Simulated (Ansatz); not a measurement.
# Zr2C (P6/mmm) in Ansatz: relaxation of cell and atoms with PBEsol

Aim: the relaxation of cell and atoms of Zr2C with PBEsol.

Program: Ansatz 0.2.0. These are calculated values, not measurements. Logs are shortened: lines on timing, memory, paths and dates and some standing lists are left out, and cuts for length are marked.

## Step 1: The crystal as given

The structure is hexagonal, space group P6/mmm (No. 191). Conventional cell: a = 4.541 Å, b = 4.541 Å, c = 2.756 Å, α = 90.00°, β = 90.00°, γ = 120.00°. Zr (site symmetry -6m2) has 5 Zr at 2.62 to 2.76 Å and 6 C at 2.96 Å as nearest neighbours. C (site symmetry 6/mmm) has 2 C at 2.76 Å and 12 Zr at 2.96 Å as nearest neighbours.

The cell was built by a generator and needn't be a form met in nature.

## Step 2: Relaxation of cell and atoms, PBEsol, spin-orbit coupling, no magnetisation

The input, input.yaml:

```yaml
crystal:
  lattice:
    - [4.54136, 0.0, 0.0]
    - [-2.27068, 3.93293, 0.0]
    - [0.0, 0.0, 2.75646]
  atoms:
    - { symbol: Zr, position: [0.33333, 0.66667, 0.0] }
    - { symbol: Zr, position: [0.66667, 0.33333, 0.0] }
    - { symbol: C, position: [0.0, 0.0, 0.5] }
hamiltonian:
  xc: pbesol
  pseudopotentials: { kind: paw_fr }
magnetization:
  noncollinear: true
  spin_orbit: true
kpoints:
  mp_grid: { grid: [5, 5, 7] }
scf:
  occupations: { method: fermi_dirac, width: 0.05 }
output:
  forces: true
  stress: true
  eigenvalues: true
  write_density: true
  write_potential: true
  elf: true
  volumetric_format: npy
relax:
  f_tol: 0.01
  max_steps: 40
  cell: { stress_tol: 0.05 }
```

Potentials or basis: Ansatz PAW.

Run with:

```bash
> ansatz run input.yaml --threads 2 --pin off --max-ram 5632MiB --backend cpu --events-out ev --progress --plain --runs-dir out
```

What it wrote:

```text
Warning: the atoms were moved onto the symmetric positions of the space group found under crystal.symmetry.tolerance 1.0e-5 (fractional; no operation is sought that the atoms, as they stand in a round, miss by more than twice it, and no atom is moved by as much as it), and the run uses the moved positions. Before a round's move an operation carried an atom to 4.54e-5 Å from where it should land, the largest such distance. Atom 0 (counting from 0) moved farthest, by 2.62e-5 Å; the longest move in fractions of the cell, of whichever atom, is 0.47 of the tolerance, in 1 round. To run the atoms as typed, lower crystal.symmetry.tolerance until the operations that they miss are no longer found, or set crystal.symmetry.detect: false (a key that needs symmetry detection or time reversal refuses this as the deck is read). The positions used, in the order of the run's atom list: position: [0.3333333333333333, 0.6666666666666666, 0.0]; position: [0.6666666666666666, 0.3333333333333333, 0.0]; position: [0.0, 0.0, 0.5]; The lattice was moved too: crystal.lattice keeps the space group found at crystal.symmetry.tolerance 1.0e-5 only nearly: the operation that it misses by the most changes a squared length by the fraction 1.38e-6. The run uses the lattice that is a stretch of the typed one, with no rotation, onto the one that keeps every operation to a double's rounding (on a very oblique basis the stretch itself rounds by more); the deck's lattice vector that moved farthest moved by 1.81e-6 Å. To run the lattice as typed, set crystal.symmetry.tolerance under 1.37e-6, the least fraction by which an operation that the lattice misses changes a squared length (the same key also sets how far an atom may lie from its image, so lowering it can lose operations that the atoms keep only within it), or set crystal.symmetry.detect: false, as for the atoms. crystal.lattice made exact, in Å and degrees: [[4.541358194204314, 0.0, 0.0], [-2.270679097102157, 3.93293156386556, 0.0], [0.0, 0.0, 2.75646]]. Pasted over the deck's crystal.lattice, beside positions in fractional coordinates, it runs the same cell (given as lengths and angles, that cell in the form's own orientation, a rigid turn of the misfit's size from the one run here, for which a checkpoint.post_process_only pass over this run's state can be refused: where this run relaxes nothing, give such a pass this deck's own crystal.lattice, as typed; behind a relaxation, as crystal.lattice, the state's own cell, identity.cell in its checkpoint.json), and a matrix so pasted ends this notice, except on a very skew basis of the lattice, where the rounding of the pasted numbers themselves can read as a misfit: the cell is then moved again, and that move is told again. The lattice as run is in this notice's lattice.as_run_ang field (Run.prep()["deck_notices"] in Python, the deck_notice line of an events file, deck_notices of ansatz run --dry-run=json, or deck_notices in record.json in the deck's checkpoint.write directory).
Warning: RAYON_NUM_THREADS=2 ignored (pool sized by the plan → 2); use --threads N
Engine: ansatz 0.2.0, x86_64-unknown-linux-gnu
Pseudopotentials: kind: paw_fr
Pseudopotential: Zr, paw_fr, valence charge 12, recommended cutoff 420 eV (normal), Zr.paw.azcp#standard-fr
Pseudopotential: C, paw_fr, valence charge 4, recommended cutoff 420 eV (normal), C.paw.azcp#standard-fr
Functional definition: PBEsol
  exchange = pbesol_x
  correlation = pbesol_c
non-collinear run that drives no moment, with spin-orbit: no starting moment large enough to seed its density (crystal.atoms[].spin), no starting occupations that ask for one, no magnetisation constraint and no magnetic field, so the semilocal B_xc is pinned to zero
Crystal: 3 atoms, lattice volume = 49.233 Å³
Basis set: ecut = 420 eV, 951 PW (Γ), exchange–correlation on 64×64×40 points (8 copies of the dense FFT grid, shifted against one another)
Bands: 36, of which v1, the nominal top of the filled ones, is band 28 counted from 1 (27 counted from 0)
Symmetry: 24 space group operations + 24 with time reversal
Magnetic group: BNS 191.234 (UNI 1464), of the structure as read, at distance tolerance 3.7e-5 Å
k-points: 20 of 175
Projection manifold: j_resolved (fully-relativistic pseudo-atomic orbitals)
Non-local potential: Zr, projectors of the file, l = 0: 3, l = 1: 4, l = 2: 4, l = 3: 4
Non-local potential: C, projectors of the file, l = 0: 2, l = 1: 4, l = 2: 2
PAW form: soft (Blöchl's): semilocal exchange-correlation on the pseudo side does not see the compensation charge
PAW frozen core: Zr, regenerated for the run's functional, and the local potential with it (the file was generated under x = pbe(κ = 0.804, μ = 0.2195149727645171), c = pbe(β = 0.06672455060314922))
PAW frozen core: C, regenerated for the run's functional, and the local potential with it (the file was generated under x = pbe(κ = 0.804, μ = 0.2195149727645171), c = pbe(β = 0.06672455060314922))
PAW one-centre angular grid: Zr, 590 points (default); XC on 64 Gauss nodes
PAW one-centre angular grid: C, 110 points (default); XC on 64 Gauss nodes
Initial density: superposition of atomic densities (chi_scale 0.1, normalization cell, long waves kept (reshape's long-wave potential 0.00 eV rms))
Initial wavefunctions: pseudopotential atomic-orbital guess
Functional: x = pbesol(κ = 0.804, μ = 0.12345679012345678), c = pbesol(β = 0.046)
SCF iter   1: F=—  HF=-8502.559575 eV  |F-HF|=—  |Δ(HF+E_count)|=         —  Δρ=1.02e-1  dr2=1.17e1  dr2_m=0.00e0 (ungated)  ethr=3.10e-3  |M|=0.00e0 ∫|m|=0.00e0 μB  |m|>n=0.0e0 m-floor=0.0e0 τ_xc=0.0e0  β_m=0.30  ⟨swp⟩=4.6  Hψ=1585  notcnv=0
preconditioner: auto → none  [metal: Δε(μ)=0.060 eV  Ē_g=4.568 eV  σ=0.050 eV  W_gap=0.28  n_scr=8 (ndim 8)  ℏωp=18.3 eV  f_vac=0.000  D(μ)=2.53/eV (n_scr^D=26)  sad-step TF]
SCF iter   2: F=—  HF=-8501.001201 eV  |F-HF|=—  |Δ(HF+E_count)|=    1.56e0  Δρ=5.06e-2  dr2=2.94e0  dr2_m=0.00e0 (ungated)  ethr=3.10e-3  |M|=0.00e0 ∫|m|=0.00e0 μB  |m|>n=0.0e0 m-floor=0.0e0 τ_xc=0.0e0  β_m=0.44  ⟨swp⟩=2.7  Hψ=629  notcnv=0  defer=22
SCF iter   3: F=—  HF=-8500.511848 eV  |F-HF|=—  |Δ(HF+E_count)|=   4.89e-1  Δρ=1.37e-2  dr2=9.45e-2  dr2_m=0.00e0 (ungated)  ethr=3.10e-3  |M|=0.00e0 ∫|m|=0.00e0 μB  |m|>n=0.0e0 m-floor=0.0e0 τ_xc=0.0e0  β_m=0.56  ⟨swp⟩=3.0  Hψ=712  notcnv=0  defer=16
SCF iter   4: F=—  HF=-8500.502637 eV  |F-HF|=—  |Δ(HF+E_count)|=   9.21e-3  Δρ=3.75e-3  dr2=8.71e-3  dr2_m=0.00e0 (ungated)  ethr=3.38e-4  |M|=0.00e0 ∫|m|=0.00e0 μB  |m|>n=0.0e0 m-floor=0.0e0 τ_xc=0.0e0  β_m=0.54  ⟨swp⟩=2.6  Hψ=598  notcnv=0  defer=14
SCF iter   5: F=—  HF=-8500.501792 eV  |F-HF|=—  |Δ(HF+E_count)|=   8.44e-4  Δρ=1.51e-3  dr2=1.50e-3  dr2_m=0.00e0 (ungated)  ethr=3.11e-5  |M|=0.00e0 ∫|m|=0.00e0 μB  |m|>n=0.0e0 m-floor=0.0e0 τ_xc=0.0e0  β_m=0.60  ⟨swp⟩=1.8  Hψ=404  notcnv=0  defer=14
SCF iter   6: F=—  HF=-8500.501692 eV  |F-HF|=—  |Δ(HF+E_count)|=   1.01e-4  Δρ=2.30e-4  dr2=3.61e-5  dr2_m=0.00e0 (ungated)  ethr=5.35e-6  |M|=0.00e0 ∫|m|=0.00e0 μB  |m|>n=0.0e0 m-floor=0.0e0 τ_xc=0.0e0  β_m=0.68  ⟨swp⟩=2.0  Hψ=421  notcnv=0  defer=14
SCF iter   7: F=—  HF=-8500.501697 eV  |F-HF|=—  |Δ(HF+E_count)|=   5.12e-6  Δρ=2.74e-5  dr2=1.27e-7  dr2_m=0.00e0 (ungated)  ethr=1.29e-7  |M|=0.00e0 ∫|m|=0.00e0 μB  |m|>n=0.0e0 m-floor=0.0e0 τ_xc=0.0e0  β_m=0.72  ⟨swp⟩=2.0  Hψ=440  notcnv=0  defer=14
[... 70 lines left out ...]
Absolute magnetization: 0.0000 μB (∫|m|)
  site 0: m = (+0.0000, +0.0000, +0.0000) μB, |m| = 0.0000 μB  (R = 1.06 Å)
  site 1: m = (+0.0000, +0.0000, +0.0000) μB, |m| = 0.0000 μB  (R = 1.06 Å)
  site 2: m = (+0.0000, +0.0000, +0.0000) μB, |m| = 0.0000 μB  (R = 1.13 Å)
Free energy (F): -8500.534574 eV
Harris-Foulkes:  -8500.534574 eV  (|F-HF|=6.37e-11)
Internal energy: -8500.509258 eV  (E = F + TS)
E sigma→0 (E₀):  -8500.521916 eV
Entropy (-TS):   -0.025316 eV (-8.439 meV/atom)
Fermi energy:    15.451126 eV
--- Per-component energies (eV) ---
  E_band       = -123.088778
  E_kinetic    = 754.987431
  E_local      = -1258.832514  (includes V_loc(G=0)·N_el)
  E_nonlocal   = 195.835793
  E_hartree    = 398.002394
  E_xc         = -368.682465
  E_vxc        = -440.380927  (∫ρ·V_xc dr)
  E_paw        = -5897.747698  (= ΣΔE_a)
  E_vpaw       = -170.703387  (= ΣTr[D̂ρ^β])
  E_aug_tail   = 0.000055  (compensation charges beyond the density's cutoff)
  E_ewald      = -2324.426296
  E_core_change = 0.354042  (= ΣΔE_core)
  E_smearing   = -0.025316  (= −TS)
  E_closure    = 0.000000  (closes the sum)
  Σ components = -8500.534574   (vs F -8500.534574, Δ=0.00e0)
--- Forces (eV/Å), atoms counted from 1 ---
  atom   1  Zr    -0.00000000    -0.00000000    -0.00000000
  atom   2  Zr     0.00000000     0.00000000     0.00000000
  atom   3  C      0.00000000     0.00000000     0.00000000
  max |Σ_I F_I| component: 9.25e-18 eV/Å
--- Stress (GPa, compression-positive) ---
       -0.046070      -0.000000       0.000000
        0.000000      -0.046070      -0.000000
        0.000000      -0.000000      -0.028056
  P = ⅓ Tr σ = -0.0401 GPa (-0.401 kbar)
--- Band table (eV; the first three rows and the last of 20) ---
  k-point 0: bands = ["-33.4136", "-33.4136", "-32.6608", "-32.6608", "-13.0853", "-13.0853", "-11.8158", "-11.8158", "-11.5924", "-11.5924", "-9.7806", "-9.7806", "-9.7699", "-9.7699", "-9.6678", "-9.6678", "4.3392", "4.3392", "11.8855", "11.8855", "11.9467", "11.9467", "12.4924", "12.4924", "15.0735", "15.0735", "15.9739", "15.9739", "16.5098", "16.5098", "16.5833", "16.5833", "17.6394", "17.6394", "18.5418", "18.5418"]
  k-point 1: bands = ["-33.3606", "-33.3606", "-32.6120", "-32.6120", "-13.0586", "-13.0586", "-11.7585", "-11.7585", "-11.7252", "-11.7252", "-10.0323", "-10.0323", "-10.0139", "-10.0139", "-9.7365", "-9.7365", "4.6859", "4.6859", "12.0895", "12.0895", "12.1475", "12.1475", "13.4380", "13.4380", "15.5213", "15.5213", "15.7663", "15.7663", "15.8813", "15.8813", "16.2987", "16.2987", "17.3745", "17.3745", "17.6083", "17.6083"]
  k-point 2: bands = ["-33.2389", "-33.2389", "-32.5001", "-32.5001", "-13.0225", "-13.0225", "-12.1999", "-12.1999", "-11.6270", "-11.6270", "-10.7102", "-10.7102", "-10.3640", "-10.3640", "-9.6358", "-9.6358", "5.6092", "5.6092", "12.6164", "12.6164", "12.6604", "12.6604", "12.8758", "12.8758", "13.8733", "13.8733", "13.9420", "13.9420", "16.9304", "16.9304", "17.5532", "17.5532", "17.5819", "17.5819", "17.6678", "17.6678"]
  k-point 19: bands = ["-32.8592", "-32.8592", "-32.7090", "-32.7090", "-12.9237", "-12.9237", "-12.6629", "-12.6629", "-11.5736", "-11.5736", "-11.1245", "-11.1245", "-10.4540", "-10.4540", "-9.6372", "-9.6372", "6.2986", "6.2986", "11.2381", "11.2381", "11.5198", "11.5198", "12.4583", "12.4583", "14.1123", "14.1123", "15.6557", "15.6557", "15.7847", "15.7847", "16.0908", "16.0908", "18.0567", "18.0567", "18.2007", "18.2007"]
--- Relaxed structure (5 steps of the walk, 5 accepted, 1 SCFs on fresh bases) ---
  F+E_penalty+E_count = -8500.53457433 eV   max|allowed force component| = 2.082e-16 eV/Å   (the final SCF, on the basis selected at the relaxed cell)
  cell:  # Å, volume = 46.9723 Å³
    - [4.4587284747375655, -1.781807651125797e-32, 2.3880128408722206e-18]
    - [-2.2293642373687828, 3.861372127699774, -1.194006420436101e-18]
    - [1.4494478510308186e-18, 6.469803790118722e-33, 2.7282808183115526]
  atoms:
    - { symbol: Zr, position: [0.3333333333333333, 0.6666666666666666, 1.3304414370814578e-34] }
    - { symbol: Zr, position: [0.6666666666666666, 0.3333333333333333, -9.62964972193618e-35] }
    - { symbol: C, position: [6.018531076210112e-34, -5.713087634414225e-35, 0.5] }
```

Run time: 37 s. Hardware: 2 threads of Intel Xeon at 2.70GHz, shared host; peak memory 0.52 GiB.

What came out:

| Item | Value |
| --- | --- |
| Free energy | -8500.5346 eV |
| Relaxed volume | 15.66 Å³/atom |
| Relaxed cell | a = 4.459 Å, b = 4.459 Å, c = 2.728 Å, α = 90.00°, β = 90.00°, γ = 120.00° |
| Space group after relaxing (to 0.05 Å) | P6/mmm (No. 191) |
| Energy gained by relaxing | 11.0 meV/atom |
| Ionic steps | 6 |
| Pressure after relaxing | 0.0 GPa |
| Band gap on the k mesh | none (metal or under the smearing width) |

Step by step:
```csv
step,energy change (eV),largest force (eV/Å),volume (Å³)
1,0.0000,0.0000,49.23
2,-0.0082,0.0000,45.35
3,-0.0338,0.0000,47.17
4,-0.0342,0.0000,47.00
5,-0.0342,0.0000,46.97
6,-0.0329,0.0000,46.97
```

Final structure:
```
CELL_PARAMETERS angstrom
4.45873 0.00000 0.00000
-2.22936 3.86137 0.00000
0.00000 0.00000 2.72828
ATOMIC_POSITIONS crystal
Zr 0.33333 0.66667 0.00000
Zr 0.66667 0.33333 0.00000
C 0.00000 0.00000 0.50000
```

Levels at points of the mesh, in eV from the Fermi level:
```csv
k point,band 24,band 25,band 26,band 27,band 28,band 29,band 30,band 31,band 32,band 33
"(0.00, 0.00, 0.00)",-2.96,-0.38,-0.38,0.52,0.52,1.06,1.06,1.13,1.13,2.19
```

Caveat: the plane-wave basis is chosen anew once the cell has moved, so the energies of steps on either side of that aren't comparable; the PAW data sets come from PBE, with cores solved anew for the run's functional, which leaves a small shift of forces and pressure.
